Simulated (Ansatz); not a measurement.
# CH5BClFOSi: a ladder of functionals and wavefunction methods

The task here is to estimate one member of a computed series from the others.

Method: functionals in def2-TZVPP, the program's frozen cores in correlated methods; program: Ansatz 0.2.0, Gaussian basis.

Levels to be run: PBE-D4, r2SCAN-D4, PBE0-D4, B3LYP-D4, ωB97X-V, ωB97M-V, B2PLYP; CCSD(T)/def2-TZVPP; MP2/def2-QZVPP; extrapolation to the limit.

**Structure used throughout**

An earlier PBE0-D4 in a triple-zeta def2 set relaxation fixed the geometry.

11 atoms, charge 0, spin multiplicity 1.

Atoms are counted from 1 here; the program's logs count them from 0.

Bond lengths: O1–C2 1.415 Å, O1–H7 0.962 Å, C2–B3 1.566 Å, C2–H8 1.104 Å, C2–H9 1.099 Å, B3–F4 1.326 Å, B3–Si5 2.044 Å, Si5–Cl6 2.083 Å, Si5–H10 1.484 Å, Si5–H11 1.484 Å. Angles: C2–O1–H7 108.8°, O1–C2–B3 115.8°, O1–C2–H8 112.2°, O1–C2–H9 106.7°, B3–C2–H8 109.3°, B3–C2–H9 107.7°, H8–C2–H9 104.4°, C2–B3–F4 118.2°, C2–B3–Si5 122.3°, F4–B3–Si5 119.5°, B3–Si5–Cl6 105.4°, B3–Si5–H10 113.2°, B3–Si5–H11 114.3°, Cl6–Si5–H10 107.5°, Cl6–Si5–H11 106.7°, H10–Si5–H11 109.3°.

Set-up of the first run:

The input, in.yaml:

```yaml
crystal:
  periodic: [false, false, false]
  atoms:
    - {symbol: O, position_ang: [-1.237143, 1.409691, -0.027055]}
    - {symbol: C, position_ang: [-1.461699, 0.033348, 0.211361]}
    - {symbol: B, position_ang: [-0.236872, -0.910005, -0.035135]}
    - {symbol: F, position_ang: [-0.428455, -2.220204, 0.043361]}
    - {symbol: Si, position_ang: [1.634900, -0.188002, -0.427557]}
    - {symbol: Cl, position_ang: [1.979087, 1.267972, 1.021125]}
    - {symbol: H, position_ang: [-0.508696, 1.705495, 0.527925]}
    - {symbol: H, position_ang: [-1.869648, -0.154196, 1.220477]}
    - {symbol: H, position_ang: [-2.265615, -0.277535, -0.469768]}
    - {symbol: H, position_ang: [1.741246, 0.468538, -1.754465]}
    - {symbol: H, position_ang: [2.718495, -1.192102, -0.289568]}
basis:
  gaussian: {orbitals: def2-TZVPP}
hamiltonian: {xc: pbe, dispersion: d4}
output: {forces: true, orbitals: {seedname: orbitals}}
```

Run with:

```bash
> ansatz run in.yaml --threads 4 --pin off --events-out ev --progress --plain --max-ram 10444MiB
```

Among the steps run: PBE-D4 (GGA); r2SCAN-D4 (meta-GGA); PBE0-D4 (hybrid); B3LYP-D4 (hybrid); ωB97X-V (range-separated); ωB97M-V (range-separated); B2PLYP (double hybrid); CCSD(T) in def2-TZVPP; MP2 in def2-QZVPP.

One of the session's tables, all rows but one given; the rest of the session is left out.

It belongs to the step «Atomisation energies». 

| method | atomisation energy (kJ/mol) |
| --- | --- |
| PBE-D4 | ? |
| r2SCAN-D4 | 4059.3 |
| PBE0-D4 | 4040.2 |
| B3LYP-D4 | 4024.3 |
| ωB97X-V | 4054.0 |
| ωB97M-V | 4053.7 |
| B2PLYP | 3985.2 |
| HF/def2-TZVPP | 2976.9 |
| MP2/def2-TZVPP | 4019.0 |
| CCSD/def2-TZVPP | 3861.6 |
| CCSD(T)/def2-TZVPP | 3922.8 |
| MP2/CBS | 4128.6 |
| CCSD(T)/CBS | 4032.4 |

**Question.** Estimate the row for PBE-D4.

The run gave: atomisation energy (kJ/mol): 4117.1. In the column «atomisation energy (kJ/mol)» it lies between r2SCAN-D4 (4059.3) and MP2/CBS (4128.6).
